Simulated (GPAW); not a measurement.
A run of GPAW 26.7.0 is set up as follows.

The input run.py:

```python
from ase import Atoms
from ase.calculators.mixing import SumCalculator
from ase.filters import FrechetCellFilter
from ase.io import write
from ase.optimize import BFGS
from dftd4.ase import DFTD4
from gpaw import GPAW, PW, setup_paths

setup_paths.insert(0, '.')

atoms = Atoms(['Sb', 'Sb', 'Sb', 'In'],
              cell=[[4.806367, 0.0, 0.0],
                    [0.0, 4.806367, 0.0],
                    [0.0, 0.0, 4.806367]],
              scaled_positions=[[0.5, 0.5, 0.0],
                                [0.0, 0.5, 0.5],
                                [0.5, 0.0, 0.5],
                                [0.0, 0.0, 0.0]],
              pbc=True)

calc = GPAW(mode=PW(600),
            xc='PBEsol',
            kpts={'size': (5, 5, 5), 'gamma': True},
            occupations={'name': 'fermi-dirac', 'width': 0.05},
            nbands=45,
            convergence={'density': 1e-05, 'forces': 0.0001},
            maxiter=150,
            txt='gpaw.txt')
atoms.calc = SumCalculator([calc, DFTD4(method='pbesol')])
opt = BFGS(FrechetCellFilter(atoms), trajectory='relax.traj', logfile='-')
done = opt.run(fmax=0.02, steps=60)
calc.write('gs.gpw')
write('result.traj', atoms)
print('Converged:', done)
print('Cell:', atoms.cell.cellpar().round(4))
print('Volume:', round(atoms.get_volume(), 4))
print(atoms.get_scaled_positions().round(5))
```

Potentials or basis: PAW data sets generated in the run's folder for this functional, pw.

Command:

```bash
$ gpaw-setup -f PBEsol In Sb
$ OMP_NUM_THREADS=1 python run.py
```

Predict the relaxed cell.

a = 4.680 Å, b = 4.680 Å, c = 4.680 Å, α = 90.00°, β = 90.00°, γ = 90.00°.

What does it give for the space group after relaxing (to 0.05 Å)?

Pm-3m (No. 221).

Estimate the relaxed volume.

25.63 Å³/atom.

Estimate the dispersion energy per atom.

-0.308 eV.

Step by step:
```csv
step,energy change (eV),largest force (eV/Å),pressure (GPa),volume (Å³)
1,0.0000,0.0000,-4.40,111.03
2,-0.0238,0.0000,-4.04,110.13
3,-0.1250,0.0000,0.62,101.48
4,-0.1271,0.0000,-0.06,102.51
```

Caveat: later steps reuse the first step's grids; pairwise dispersion overbinds metals, which lowers pressure and volume. Spin-orbit coupling is left out, which matters for the levels of Sb.
